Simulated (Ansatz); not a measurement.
This script for Ansatz's Python interface starts 3 runs on C₂H₆Sn, SMILES [CH3][Sn][CH3]. What input does the engine get in each?

The script, `c2h6sn_methods.py`:
```python
import ansatz as az


def main() -> None:
    geometry_ang = [
        ("C", (-0.8554, 1.0885, -0.963)),
        ("Sn", (1.038, 0.3133, -0.6007)),
        ("C", (0.8642, -1.1416, 0.9493)),
        ("H", (-1.5181, 0.3308, -1.2874)),
        ("H", (-0.836, 1.8831, -1.8008)),
        ("H", (-1.2879, 1.627, -0.0514)),
        ("H", (0.2315, -1.9493, 0.6539)),
        ("H", (1.9389, -1.5545, 1.1572)),
        ("H", (0.5132, -0.6435, 1.9258)),
    ]
    system = az.Crystal.molecule()
    for symbol, xyz in geometry_ang:
        system = system.atom(symbol, xyz)

    job = system.calculation().basis(gaussian="def2-SVP")

    methods = ["mp2", "ccsd", "ccsd_t"]
    reports = [job.correlation(m).run(threads=1).report for m in methods]
    print(f"Hartree-Fock reference {reports[0]['reference_energy_ev'] / 27.211386246:.6f} Ha")
    best = reports[-1]["free_energy_ev"] - reports[-1]["reference_energy_ev"]
    for method, each in zip(methods, reports):
        gained = each["free_energy_ev"] - each["reference_energy_ev"]
        print(f"{method:8s} total {each['free_energy_ev'] / 27.211386246:.6f} Ha  correlation {gained:9.4f} eV  ({100 * gained / best:.1f} % of the last)")


if __name__ == "__main__":
    main()
```

Run 1:
```yaml
crystal:
  periodic: [false, false, false]
  atoms:
    - { symbol: C, position_ang: [-0.8554, 1.0885, -0.963] }
    - { symbol: Sn, position_ang: [1.038, 0.3133, -0.6007] }
    - { symbol: C, position_ang: [0.8642, -1.1416, 0.9493] }
    - { symbol: H, position_ang: [-1.5181, 0.3308, -1.2874] }
    - { symbol: H, position_ang: [-0.836, 1.8831, -1.8008] }
    - { symbol: H, position_ang: [-1.2879, 1.627, -0.0514] }
    - { symbol: H, position_ang: [0.2315, -1.9493, 0.6539] }
    - { symbol: H, position_ang: [1.9389, -1.5545, 1.1572] }
    - { symbol: H, position_ang: [0.5132, -0.6435, 1.9258] }
basis:
  gaussian:
    orbitals: def2-SVP
correlation:
  method: mp2
```

Run 2, against run 1:
```diff
-  method: mp2
+  method: ccsd
```

Run 3, against run 1:
```diff
-  method: mp2
+  method: ccsd_t
```

Output of `python c2h6sn_methods.py`:
```text
Hartree-Fock reference -292.467042 Ha
mp2      total -292.859782 Ha  correlation  -10.6870 eV  (86.9 % of the last)
ccsd     total -292.905668 Ha  correlation  -11.9356 eV  (97.1 % of the last)
ccsd_t   total -292.918947 Ha  correlation  -12.2970 eV  (100.0 % of the last)
```

Notes:
- Total energies depend on the basis set; only differences at equal settings carry meaning.
- The geometry is a force-field or estimated start, not a minimum of this method, and the basis set is short of its limit. A lower total doesn't mark the better method: functionals have no common bound, and MP2 and coupled cluster aren't variational.
- def2 sets replace the cores of elements past krypton by effective core potentials.
- Inner cores stay frozen; a filled d shell under the valence of the heavier atoms is correlated with it.
- It ran for 15 s on 1 thread of Arm Neoverse V1, with other jobs on the host, peak memory 0.37 GiB.

(Lines on the test bed's own set-up are left out of the output.)
